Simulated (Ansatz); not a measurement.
**AsF₂ (quartet): the correlation ladder, cc-pVDZ**

The task here is to estimate one member of a computed series from the others.

The runs use Ansatz 0.2.0, Gaussian basis; cc-pVDZ, core rule «outside noble gas», up to 16 orbitals frozen.

Plan: UHF; CCSD(T) on ROHF; CCSD(T) on UHF; BCCD(T) on ROHF; CISD; CCSDT(Q) on ROHF; CCSDT(Q) on UHF; CASSCF and MRCISD+Q, 15 electrons in 10 orbitals; CASSCF and NEVPT4(SD), 15 electrons in 10 orbitals; CASSCF and NEVPT2, 15 electrons in 10 orbitals.

27 further runs of the same task are left out: 2 for a known fault of the program, 13 that didn't finish, 12 set aside as unsound or not needed.

## The geometry

The geometry is a PBE0/def2-TZVP stationary point (not a proven minimum). No spin-orbit coupling is included. The filled d shell of As may be among the frozen orbitals whatever the setting's name suggests; the logs give the count.

3 atoms, charge 0, spin multiplicity 4.

Atoms are counted from 1 here; the program's logs count them from 0.

Bond lengths: As1–F2 1.800 Å, As1–F3 1.800 Å. Angles: F2–As1–F3 180.0°.

Set-up of the first run:

in.yaml

```yaml
crystal:
  periodic: [false, false, false]
  atoms:
    - {symbol: As, position_ang: [0.000000, 0.000000, 0.000000]}
    - {symbol: F, position_ang: [0.000000, 0.000000, -1.800000]}
    - {symbol: F, position_ang: [0.000000, 0.000000, 1.800000]}
basis:
  gaussian: {orbitals: cc-pVDZ}
magnetization: {spin_polarized: true, initial_magnetization: 3}
hamiltonian: {xc: hf}
output: {orbitals: {seedname: orbitals}}
```

Run with:

```console
$ ansatz run in.yaml --threads 1 --pin off --events-out ev --progress --plain --max-ram 2393MiB
```

Steps of the session up to this table: UHF; CCSD(T) on ROHF; CCSD(T) on UHF; BCCD(T) on ROHF; CISD; CCSDT(Q) on ROHF; CCSDT(Q) on UHF; CASSCF and MRCISD+Q, 15 electrons in 10 orbitals; CASSCF and NEVPT4(SD), 15 electrons in 10 orbitals; CASSCF and NEVPT2, 15 electrons in 10 orbitals.

One of the session's tables, all rows but one given; the rest of the session is left out.

It belongs to the step «Misses and costs». 

| method | from UCCSDT(Q) (meV) |
| --- | --- |
| ROHF | +13006.1 |
| UHF | +12646.3 |
| RMP2 | +548.9 |
| UMP2 | +707.4 |
| RCCSD | +341.5 |
| UCCSD | +310.2 |
| RCCSD(T) | +76.5 |
| UCCSD(T) | +67.3 |
| BCCD(T) | +74.1 |
| RCCSDT | ? |
| UCCSDT | +38.1 |
| RCCSDT(Q) | +18.4 |
| UCCSDT(Q) | 0 |
| CASSCF valence | +11858.1 |
| NEVPT2 valence | +1107.9 |
| NEVPT4(SD) valence | +155.9 |
| MRCISD valence | +1132.8 |
| MRCISD+Q valence | +205.4 |

Estimate the missing values for RCCSDT.

As computed: from UCCSDT(Q) (meV): +52.6. In the column «from UCCSDT(Q) (meV)» it lies between UCCSDT (+38.1) and UCCSD(T) (+67.3).

Not comparable, so not listed: CISD (they don't share determinant, frozen orbitals or solution with the rows shown, or repeat one).

Caveats from the session: Restricted and unrestricted rows rest on different reference determinants; where their highest levels disagree by more than a few hundredths of an eV, they describe different states and don't form one ladder.
